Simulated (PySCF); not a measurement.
# The bond of TlC, level by level

One job finds the state of TlC, follows it along the bond with each method and fits the curves.

Method: Tl aug-cc-pVDZ-PP with ECP60, C aug-cc-pVDZ, scalar-relativistic core potentials; program: PySCF 2.14.0.

## 1. Input

The job is set up so:

| Quantity | Value |
| --- | --- |
| atoms | Tl, C |
| charge | 0 |
| basis | Tl aug-cc-pVDZ-PP with ECP60, C aug-cc-pVDZ |
| Hamiltonian | scalar-relativistic core potentials |
| basis functions | 55 |
| electrons treated | 27 |
| masses in u | 204.9744, 12.0000 |
| levels | PBE0, PBE, r²SCAN, PBEsol, PW91, B3LYP, CAM-B3LYP, HF, MP2, SCS-MP2, CCSD, CCSD(T) |
| grid | 80 radial by 434 angular points |
| occupations | held fixed by the projection of orbital angular momentum |
| dissociation limit | Tl + C, each in its ground configuration |
| starting distance in angstrom | 2.140 |
| values of 2S to try | 1, 3 |

The runs that follow: PBE0 along the bond; Other states along the same grid; PBE; r²SCAN (meta-GGA); PBEsol (GGA); PW91 (GGA); B3LYP; CAM-B3LYP (range-separated hybrid); UHF; MP2 and coupled cluster.

Before running it: what results should come out? Wanted: for each run, Re; ωe; De; μ.

The runs gave:

Lowest PBE0 solution found, without spin–orbit coupling: ⁴Σ⁻ (quartet), unpaired electrons σ ↑, π ↑↑. State 2 has its PBE0 minimum 0.59 eV higher, as a spin-mixed determinant (⟨S²⟩ = 1.77), so this is no gap between pure states. State 3 has its PBE0 minimum 1.69 eV higher. The other levels ran on the lowest alone.

```csv
level,Re (Å),ωe (cm⁻¹),De (eV),μ (D)
UHF,2.348,418,1.70,-3.90
UHF-MP2,2.315,429,2.53,n/a
UHF-SCS-MP2,2.322,425,2.24,n/a
UHF-CCSD,2.325,417,2.38,n/a
UHF-CCSD(T),2.324,416,2.47,n/a
PBE,2.317,397,2.97,-3.24
PBEsol,2.284,416,3.19,-3.05
PW91,2.315,398,3.00,-3.25
r²SCAN,2.302,418,2.86,-3.28
B3LYP,2.327,400,2.55,-3.49
PBE0,2.300,418,2.74,-3.45
CAM-B3LYP,2.300,421,2.50,-3.55
```

De is counted to Tl + C in their ground configurations. A positive dipole means Tl(−)C(+).

Differences from CCSD(T) in the same basis:

```csv
level,Re (mÅ),ωe (%)
UHF,+24,+0.5
UHF-MP2,-8,+3.1
UHF-SCS-MP2,-2,+2.3
UHF-CCSD,+1,+0.3
PBE,-7,-4.6
PBEsol,-40,0.0
PW91,-8,-4.2
r²SCAN,-22,+0.5
B3LYP,+3,-3.8
PBE0,-24,+0.6
CAM-B3LYP,-24,+1.3
```

Judged by CCSD(T) in the same basis: best bond length UHF-CCSD (+1 mÅ), worst PBEsol (-40 mÅ); best wavenumber PBEsol (0.0 %), worst PBE (-4.6 %). CCSD(T) in a basis this small is itself some way from its limit, more so than the functionals. Of the levels with a De here, UHF gives the least (1.70 eV) and PBEsol the most (3.19 eV).

Correlated steps freeze 5 core orbitals. These are scalar-relativistic numbers at best; spin–orbit coupling would shift them, the dissociation energy most. With spin–orbit coupling the term label itself may not hold.
